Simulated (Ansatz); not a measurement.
**SiH₂Br (doublet): from Hartree-Fock to the top rungs at distance Br1–H2 along a hydrogen transfer = 1.421 Å, cc-pVTZ**

An exercise on one series of results from a longer session: the logs are not shown, and one member is left open.

Program: Ansatz 0.2.0, Gaussian basis. Level of theory: cc-pVTZ, core rule «outside noble gas», up to 19 orbitals frozen. These are calculated values, not measurements.

Plan: UHF; CCSD(T) on ROHF; CCSD(T) on UHF; BCCD(T) on ROHF; CCSDT(Q) on ROHF; CCSDT(Q) on UHF; CASSCF and NEVPT2, 3 electrons in 3 orbitals; CASSCF and NEVPT2, 13 electrons in 10 orbitals.

## The system

The geometry derives from fragments relaxed apart (PBE0/def2-TZVP) and kept rigid, so it is no stationary point. A hydrogen atom is moved between rigid fragments. No spin-orbit coupling is included. The filled d shell of Br may be among the frozen orbitals whatever the setting's name suggests; the logs give the count.

4 atoms, charge 0, spin multiplicity 2.

Atoms are counted from 1 here; the program's logs count them from 0.

Bond lengths: Br1–H2 1.421 Å, Si3–H4 1.532 Å.

The first run:

The input, in.yaml:

```yaml
crystal:
  periodic: [false, false, false]
  atoms:
    - {symbol: Br, position_ang: [-2.289259, 0.369878, 0.000000]}
    - {symbol: H, position_ang: [-0.868659, 0.369878, 0.000000]}
    - {symbol: Si, position_ang: [1.380741, 0.369878, 0.000000]}
    - {symbol: H, position_ang: [1.777176, -1.109635, 0.000000]}
basis:
  gaussian: {orbitals: cc-pVTZ}
magnetization: {spin_polarized: true, initial_magnetization: 1}
hamiltonian: {xc: hf}
output: {orbitals: {seedname: orbitals}}
```

On the command line:

```console
$ ansatz run in.yaml --threads 1 --pin off --events-out ev --progress --plain --max-ram 2816MiB --backend cpu
```

Steps of the session up to this table: UHF; CCSD(T) on ROHF; CCSD(T) on UHF; BCCD(T) on ROHF; CCSDT(Q) on ROHF; CCSDT(Q) on UHF; CASSCF and NEVPT2, 3 electrons in 3 orbitals; CASSCF and NEVPT2, 13 electrons in 10 orbitals.

One of the session's tables, all rows but one given; the rest of the session is left out.

| method | from UCCSDT(Q) (kJ/mol) |
| --- | --- |
| ROHF | +841.5 |
| UHF | +827.3 |
| RMP2 | ? |
| UMP2 | +139.7 |
| RCCSD | +32.7 |
| UCCSD | +32.1 |
| RCCSD(T) | +4.5 |
| UCCSD(T) | +4.5 |
| BCCD(T) | +4.5 |
| RCCSDT | +1.2 |
| UCCSDT | +1.1 |
| RCCSDT(Q) | +0.1 |
| UCCSDT(Q) | 0 |
| CASSCF pair | +794.3 |
| NEVPT2 pair | +132.8 |
| CASSCF valence | +705.3 |
| NEVPT2 valence | +174.0 |

Estimate the missing values for RMP2.

The run gave: from UCCSDT(Q) (kJ/mol): +136.5. In the column «from UCCSDT(Q) (kJ/mol)» it lies between NEVPT2 pair (+132.8) and UMP2 (+139.7).

Caveats from the session: Restricted and unrestricted rows rest on different reference determinants; where their highest levels disagree by more than a few hundredths of an eV, they describe different states and don't form one ladder.
